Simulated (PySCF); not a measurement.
# Ta⁶³⁺, Ta⁶⁴⁺: ionisation energy in even-tempered 18s13p6d5f4g

Wanted: the ionisation energy of tantalum, up a ladder of methods.

Method: unrestricted determinants in a Gaussian basis, no spin-orbit coupling in the energies. Code: PySCF 2.14.0.

### Step 1. The system

- Element: tantalum (Z = 73)
- Basis: an even-tempered Gaussian basis (18 s from 42 bohr⁻², ratio 2.2; 13 p from 54 bohr⁻², ratio 2.2; 6 d from 210 bohr⁻², ratio 2.4; 5 f from 320 bohr⁻², ratio 2.4; 4 g from 480 bohr⁻², ratio 2.4)
- Hamiltonian: the spin-free X2C one-electron Hamiltonian (Gaussian nucleus)
- State 1: Ta⁶³⁺: [Ne], closed-shell 1S
- State 2: Ta⁶⁴⁺: [He] 2s2 2p5, 2P determinant
- Methods: UHF, LDA, PBE, PBE0, r2SCAN, TPSSh, r2SCANh, MP2
- Core shells frozen in the correlated runs: all electrons: nothing (for Ta⁶³⁺)

The outer shells:

Ta63+ [Ne]
```
[He] core
2s [↑↓]
2p [↑↓][↑↓][↑↓]
```

Ta64+ [He] 2s2 2p5
```
[He] core
2s [↑↓]
2p [↑↓][↑↓][↑ ]
```

The runs were made by one driver on top of PySCF. The scripts below sum up each run's settings (the driver also hands on starting orbitals that pick excited configurations, and frozen orbitals as a list rather than a count), and the logs come from the driver's own runs. The driver starts from symmetry-adapted Hartree-Fock orbitals, holds the occupation by maximum overlap and uses a logarithmic radial grid for functionals, so a plain start would take other cycles.

The integrals over 158 functions and the set-up took 2.6 s of CPU time.

### Step 2. Ta⁶³⁺, method by method

#### UHF

Contents of input.py:

```python
from pyscf import gto, scf, dft, mp, cc
mol = gto.M(atom="Ta 0 0 0", charge=63, spin=0, symmetry="D2h",
            basis=gto.etbs([(0, 18, 42, 2.2), (1, 13, 54, 2.2), (2, 6, 210, 2.4), (3, 5, 320, 2.4), (4, 4, 480, 2.4)]),
            nucmod="G")
mf = scf.UHF(mol).sfx2c1e()
mf.irrep_nelec = {'Ag': (2, 2), 'B1u': (1, 1), 'B2u': (1, 1), 'B3u': (1, 1)}
mf.kernel()
```

#### LDA

input.py differs from the last one in:

```diff
@@ -4,3 +4,3 @@
             nucmod="G")
-mf = scf.UHF(mol).sfx2c1e()
+mf = dft.UKS(mol, xc="LDA,VWN").sfx2c1e()
 mf.irrep_nelec = {'Ag': (2, 2), 'B1u': (1, 1), 'B2u': (1, 1), 'B3u': (1, 1)}
```

#### PBE

input.py differs from the last one in:

```diff
@@ -4,3 +4,3 @@
             nucmod="G")
-mf = dft.UKS(mol, xc="LDA,VWN").sfx2c1e()
+mf = dft.UKS(mol, xc="PBE").sfx2c1e()
 mf.irrep_nelec = {'Ag': (2, 2), 'B1u': (1, 1), 'B2u': (1, 1), 'B3u': (1, 1)}
```

#### PBE0

input.py differs from the last one in:

```diff
@@ -4,3 +4,3 @@
             nucmod="G")
-mf = dft.UKS(mol, xc="PBE").sfx2c1e()
+mf = dft.UKS(mol, xc="PBE0").sfx2c1e()
 mf.irrep_nelec = {'Ag': (2, 2), 'B1u': (1, 1), 'B2u': (1, 1), 'B3u': (1, 1)}
```

#### r2SCAN

input.py differs from the last one in:

```diff
@@ -4,3 +4,3 @@
             nucmod="G")
-mf = dft.UKS(mol, xc="PBE0").sfx2c1e()
+mf = dft.UKS(mol, xc="R2SCAN").sfx2c1e()
 mf.irrep_nelec = {'Ag': (2, 2), 'B1u': (1, 1), 'B2u': (1, 1), 'B3u': (1, 1)}
```

#### TPSSh

input.py differs from the last one in:

```diff
@@ -4,3 +4,3 @@
             nucmod="G")
-mf = dft.UKS(mol, xc="R2SCAN").sfx2c1e()
+mf = dft.UKS(mol, xc="TPSSH").sfx2c1e()
 mf.irrep_nelec = {'Ag': (2, 2), 'B1u': (1, 1), 'B2u': (1, 1), 'B3u': (1, 1)}
```

#### r2SCANh

input.py differs from the last one in:

```diff
@@ -4,3 +4,3 @@
             nucmod="G")
-mf = dft.UKS(mol, xc="TPSSH").sfx2c1e()
+mf = dft.UKS(mol, xc="HYB_MGGA_XC_R2SCANH").sfx2c1e()
 mf.irrep_nelec = {'Ag': (2, 2), 'B1u': (1, 1), 'B2u': (1, 1), 'B3u': (1, 1)}
```

#### MP2 (all electrons)

input.py differs from the last one in:

```diff
@@ -4,4 +4,5 @@
             nucmod="G")
-mf = dft.UKS(mol, xc="HYB_MGGA_XC_R2SCANH").sfx2c1e()
+mf = scf.UHF(mol).sfx2c1e()
 mf.irrep_nelec = {'Ag': (2, 2), 'B1u': (1, 1), 'B2u': (1, 1), 'B3u': (1, 1)}
 mf.kernel()
+mp.UMP2(mf, frozen=0).kernel()
```

### Step 3. Ta⁶⁴⁺: the ladder of methods

#### UHF

Contents of input.py:

```python
from pyscf import gto, scf, dft, mp, cc
mol = gto.M(atom="Ta 0 0 0", charge=64, spin=1, symmetry="D2h",
            basis=gto.etbs([(0, 18, 42, 2.2), (1, 13, 54, 2.2), (2, 6, 210, 2.4), (3, 5, 320, 2.4), (4, 4, 480, 2.4)]),
            nucmod="G")
mf = scf.UHF(mol).sfx2c1e()
mf.irrep_nelec = {'Ag': (2, 2), 'B1u': (1, 1), 'B2u': (1, 1), 'B3u': (1, 0)}
mf.kernel()
```

#### LDA

input.py differs from the last one in:

```diff
@@ -4,3 +4,3 @@
             nucmod="G")
-mf = scf.UHF(mol).sfx2c1e()
+mf = dft.UKS(mol, xc="LDA,VWN").sfx2c1e()
 mf.irrep_nelec = {'Ag': (2, 2), 'B1u': (1, 1), 'B2u': (1, 1), 'B3u': (1, 0)}
```

#### PBE

input.py differs from the last one in:

```diff
@@ -4,3 +4,3 @@
             nucmod="G")
-mf = dft.UKS(mol, xc="LDA,VWN").sfx2c1e()
+mf = dft.UKS(mol, xc="PBE").sfx2c1e()
 mf.irrep_nelec = {'Ag': (2, 2), 'B1u': (1, 1), 'B2u': (1, 1), 'B3u': (1, 0)}
```

#### PBE0

input.py differs from the last one in:

```diff
@@ -4,3 +4,3 @@
             nucmod="G")
-mf = dft.UKS(mol, xc="PBE").sfx2c1e()
+mf = dft.UKS(mol, xc="PBE0").sfx2c1e()
 mf.irrep_nelec = {'Ag': (2, 2), 'B1u': (1, 1), 'B2u': (1, 1), 'B3u': (1, 0)}
```

#### r2SCAN

input.py differs from the last one in:

```diff
@@ -4,3 +4,3 @@
             nucmod="G")
-mf = dft.UKS(mol, xc="PBE0").sfx2c1e()
+mf = dft.UKS(mol, xc="R2SCAN").sfx2c1e()
 mf.irrep_nelec = {'Ag': (2, 2), 'B1u': (1, 1), 'B2u': (1, 1), 'B3u': (1, 0)}
```

#### TPSSh

input.py differs from the last one in:

```diff
@@ -4,3 +4,3 @@
             nucmod="G")
-mf = dft.UKS(mol, xc="R2SCAN").sfx2c1e()
+mf = dft.UKS(mol, xc="TPSSH").sfx2c1e()
 mf.irrep_nelec = {'Ag': (2, 2), 'B1u': (1, 1), 'B2u': (1, 1), 'B3u': (1, 0)}
```

#### r2SCANh

input.py differs from the last one in:

```diff
@@ -4,3 +4,3 @@
             nucmod="G")
-mf = dft.UKS(mol, xc="TPSSH").sfx2c1e()
+mf = dft.UKS(mol, xc="HYB_MGGA_XC_R2SCANH").sfx2c1e()
 mf.irrep_nelec = {'Ag': (2, 2), 'B1u': (1, 1), 'B2u': (1, 1), 'B3u': (1, 0)}
```

#### MP2 (all electrons)

input.py differs from the last one in:

```diff
@@ -4,4 +4,5 @@
             nucmod="G")
-mf = dft.UKS(mol, xc="HYB_MGGA_XC_R2SCANH").sfx2c1e()
+mf = scf.UHF(mol).sfx2c1e()
 mf.irrep_nelec = {'Ag': (2, 2), 'B1u': (1, 1), 'B2u': (1, 1), 'B3u': (1, 0)}
 mf.kernel()
+mp.UMP2(mf, frozen=0).kernel()
```

**Question.** What will these runs give?

As calculated:

| quantity | value |
| --- | --- |
| ionisation energy, Ta⁶³⁺ | UHF 15556.8, MP2 (all electrons) 15558.7 eV; reference 15137 ± 19 |

In words: The methods span 8.552 eV, from LDA (15550.1) to MP2 (all electrons) (15558.7). The reference is uncertain or not like for like (spin-orbit coupling or other relativistic terms), so no ranking of close methods is drawn. The basis is finite, and no extrapolation was made.
